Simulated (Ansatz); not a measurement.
**CH₅B₂F: how energies converge with the basis set**

One table from this session's results is given with a row withheld; the runs are named, their logs left out.

Program: Ansatz 0.2.0, Gaussian basis. Level of theory: one geometry, several basis sets. These are calculated values, not measurements.

Plan: PBE0-D4/def2-SVP; ωB97M-V/def2-SVP; PBE0-D4/def2-QZVPP; ωB97M-V/def2-QZVPP; the functionals' def2-TZVPP values are taken from earlier runs.

## Structure used throughout

The geometry comes from an earlier relaxation with PBE0-D4 in a triple-zeta def2 set; it is a stationary point, not always the lowest conformer.

SMILES `BCBF`, 9 atoms, charge 0, spin multiplicity 1.

Atoms are counted from 1 here; the program's logs count them from 0.

Bond lengths: B1–C2 1.549 Å, B1–H5 1.198 Å, B1–H6 1.196 Å, C2–B3 1.558 Å, C2–H7 1.102 Å, C2–H8 1.091 Å, B3–F4 1.325 Å, B3–H9 1.199 Å. Angles: C2–B1–H5 120.0°, C2–B1–H6 121.3°, H5–B1–H6 118.7°, B1–C2–B3 109.3°, B1–C2–H7 105.8°, B1–C2–H8 114.7°, B3–C2–H7 102.7°, B3–C2–H8 112.0°, H7–C2–H8 111.5°, C2–B3–F4 119.9°, C2–B3–H9 123.3°, F4–B3–H9 116.8°.

Geometry (Å):

```xyz
9
CH5B2F
B    -0.6556    1.1277    0.0639
C     0.1112   -0.1039    0.6080
B     0.5407   -1.0118   -0.5832
F    -0.0199   -2.2017   -0.7423
H    -0.0940    1.9221   -0.6345
H    -1.8153    1.2939    0.3062
H     1.0743    0.2830    0.9785
H    -0.4178   -0.6650    1.3792
H     1.3648   -0.6905   -1.3929
```

Set-up of the first run:

The input, in.yaml:

```yaml
crystal:
  periodic: [false, false, false]
  atoms:
    - {symbol: B, position_ang: [-0.655610, 1.127690, 0.063914]}
    - {symbol: C, position_ang: [0.111219, -0.103909, 0.608045]}
    - {symbol: B, position_ang: [0.540729, -1.011839, -0.583218]}
    - {symbol: F, position_ang: [-0.019920, -2.201730, -0.742285]}
    - {symbol: H, position_ang: [-0.093957, 1.922086, -0.634498]}
    - {symbol: H, position_ang: [-1.815335, 1.293931, 0.306193]}
    - {symbol: H, position_ang: [1.074310, 0.282961, 0.978532]}
    - {symbol: H, position_ang: [-0.417824, -0.664976, 1.379182]}
    - {symbol: H, position_ang: [1.364788, -0.690515, -1.392864]}
basis:
  gaussian: {orbitals: def2-SVP}
hamiltonian: {xc: pbe0, dispersion: d4}
output: {orbitals: {seedname: orbitals}}
```

Run with:

```bash
> ansatz run in.yaml --threads 2 --pin off --events-out ev --progress --plain --max-ram 4352MiB
```

Among the steps run: PBE0-D4 in def2-SVP; ωB97M-V in def2-SVP; PBE0-D4 in def2-QZVPP; ωB97M-V in def2-QZVPP.

One of the session's tables, all rows but one given; the rest of the session is left out.

It belongs to the step «Density functionals: the series». 

| functional | basis | HOMO (eV) | LUMO (eV) |
| --- | --- | --- | --- |
| PBE0-D4 | def2-SVP | -8.89 | -1.64 |
| PBE0-D4 | def2-TZVPP | -8.95 | -1.74 |
| PBE0-D4 | def2-QZVPP | -8.96 | -1.75 |
| ωB97M-V | def2-SVP | ? | ? |
| ωB97M-V | def2-TZVPP | -11.26 | 0.22 |
| ωB97M-V | def2-QZVPP | -11.27 | 0.15 |

**Question.** Estimate the row for ωB97M-V, def2-SVP.

As computed: HOMO (eV): -11.17; LUMO (eV): 0.43. In the column «HOMO (eV)» it lies between ωB97M-V, def2-TZVPP (-11.26) and PBE0-D4, def2-QZVPP (-8.96).
